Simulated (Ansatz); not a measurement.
**Molecular dynamics of Na$_{2}$MgFeF$_{7}$**

Input file:

```yaml
accuracy: low
crystal:
  lattice:
    - [-3.676236, 5.272741, 3.800783]
    - [3.676236, -5.272741, 3.800783]
    - [3.676236, 5.272741, -3.800783]
  atoms:
    - { symbol: Na, position: [-0.02130921, 0.01892499, 0.00356935] }
    - { symbol: Na, position: [0.41928098, 0.02083202, 0.49699585] }
    - { symbol: Na, position: [-0.0200538, 0.48661545, -0.03755724] }
    - { symbol: Na, position: [0.01289511, 0.02326953, 0.4690519] }
    - { symbol: Mg, position: [0.43362984, 0.01251968, 0.03049062] }
    - { symbol: Mg, position: [0.44994978, 0.49650812, 0.52345494] }
    - { symbol: Fe, position: [0.47319888, 0.56416631, 0.05628644], spin: 2.5 }
    - { symbol: Fe, position: [-0.05799848, 0.46866818, 0.49290953], spin: 2.5 }
    - { symbol: F, position: [0.74638209, 0.78237417, 0.12489152] }
    - { symbol: F, position: [0.10965996, 0.73711912, 0.44622044] }
    - { symbol: F, position: [0.46734059, 0.65610465, 0.36473995] }
    - { symbol: F, position: [0.73759601, 0.24594658, 0.21096559] }
    - { symbol: F, position: [0.77487135, 0.64030777, 0.59917401] }
    - { symbol: F, position: [0.49346678, 0.26688362, 0.99749405] }
    - { symbol: F, position: [0.35812334, 0.76927518, 0.13196957] }
    - { symbol: F, position: [0.1375141, 0.36338951, 0.43574155] }
    - { symbol: F, position: [0.12347015, 0.74867593, 0.80318355] }
    - { symbol: F, position: [0.43886357, 0.39446397, 0.74766977] }
    - { symbol: F, position: [0.5015087, 0.80182243, 0.77514924] }
    - { symbol: F, position: [0.18036812, 0.3167876, 0.97579165] }
    - { symbol: F, position: [0.800632, 0.25549151, 0.58925697] }
    - { symbol: F, position: [0.34146974, 0.16985728, 0.30460055] }
magnetization:
  spin_polarized: true
basis:
  ecutwfc: 420.0
kpoints:
  mp_grid: { grid: [2, 2, 2] }
hamiltonian:
  xc: lda
scf:
  occupations: { method: fermi_dirac, width: 0.05 }
  lower_state_search: "off"
md:
  timestep: 2
  n_steps: 370
  ensemble: nvt_langevin
  temperature: 910.0
  initial_velocities: maxwell_boltzmann
  seed: 795912
  friction: 0.005
```

Command:

```bash
$ ansatz run input.yaml --threads 4 --pin off --max-ram 10240MiB --backend cpu --events-out ev --progress --plain --runs-dir out
```

It goes on from the last frame of an earlier run, with new velocities.

Output, in part (step lines):

```
md step     0: t =     0.00 fs  T =   868.6 K  F+E_penalty+E_count = -29641.15469775 eV  E_kin = 2.470159 eV  (22 SCF iters)
md step     1: t =     2.00 fs  T =   806.6 K  F+E_penalty+E_count = -29641.07810597 eV  E_kin = 2.293735 eV  (9 SCF iters)
md step     2: t =     4.00 fs  T =   786.0 K  F+E_penalty+E_count = -29641.02155710 eV  E_kin = 2.235139 eV  (9 SCF iters)
md step     3: t =     6.00 fs  T =   802.4 K  F+E_penalty+E_count = -29640.99294033 eV  E_kin = 2.281779 eV  (9 SCF iters)
md step     4: t =     8.00 fs  T =   785.4 K  F+E_penalty+E_count = -29640.99411302 eV  E_kin = 2.233440 eV  (9 SCF iters)
md step     5: t =    10.00 fs  T =   773.0 K  F+E_penalty+E_count = -29641.02007397 eV  E_kin = 2.198158 eV  (9 SCF iters)
md step     6: t =    12.00 fs  T =   772.0 K  F+E_penalty+E_count = -29641.05658512 eV  E_kin = 2.195395 eV  (9 SCF iters)
md step     7: t =    14.00 fs  T =   738.4 K  F+E_penalty+E_count = -29641.09116908 eV  E_kin = 2.099837 eV  (9 SCF iters)
[... lines left out ...]
md step   370: t =   740.00 fs  T =  1035.4 K  F+E_penalty+E_count = -29640.18267497 eV  E_kin = 2.944417 eV  (9 SCF iters)
```

The steps, from the saved trajectory:

```csv
time (fs),T (K),potential energy less start (eV)
0,869,0.000
24,912,-0.049
48,798,0.401
72,741,0.087
96,832,0.056
120,675,0.256
144,699,0.182
168,852,-0.534
192,838,-0.349
216,617,-0.021
240,776,-0.407
264,583,-0.026
288,640,-0.153
312,523,0.190
336,726,-0.203
360,683,0.049
384,667,0.198
408,838,-0.012
432,790,-0.105
456,681,0.428
480,972,-0.246
504,1016,0.072
528,791,0.353
552,851,0.193
576,888,0.262
600,908,0.635
624,782,0.822
648,929,0.203
672,1152,0.189
696,879,0.843
720,1221,0.502
```

The run went to its last step. A run of 0.74 ps of so small a system gives no equilibrium averages. No Hubbard correction was used and the magnetic state wasn't searched. Limits of this set-up: coarse k mesh, low accuracy level.

Mean squared displacements from the first frame to the last, about the centre of mass: Na 0.53 Å², Mg 0.09 Å², Fe 0.15 Å², F 0.26 Å².

Last frame:

```xyz
22
Lattice="-3.6762 5.2727 3.8008 3.6762 -5.2727 3.8008 3.6762 5.2727 -3.8008" Properties=species:S:1:pos:R:3
Na 0.387 0.050 -0.166
Na 0.603 4.962 0.587
Na 2.475 -2.731 2.581
Na 2.600 2.529 -2.140
Mg -1.420 2.679 2.251
Mg 2.340 2.528 1.932
Fe 0.397 -0.079 3.699
Fe 4.005 0.077 0.244
F 0.630 1.218 5.618
F 4.172 -0.361 2.104
F 1.925 0.683 2.999
F -1.326 4.069 3.814
F 1.415 3.871 3.129
F 2.731 6.651 -0.364
F 1.912 -1.181 4.480
F 2.939 1.491 0.300
F 5.862 1.135 0.637
F 2.624 4.158 0.466
F 4.121 2.913 2.735
F 3.675 4.574 -1.836
F 0.826 6.174 2.209
F 0.373 2.511 1.456
```

Time of the run: 32 min on 4 threads of Intel(R) Xeon(R) CPU @ 2.80GHz (Skylake/Cascade Lake), with other jobs on the host, peak memory 1.2 GiB.
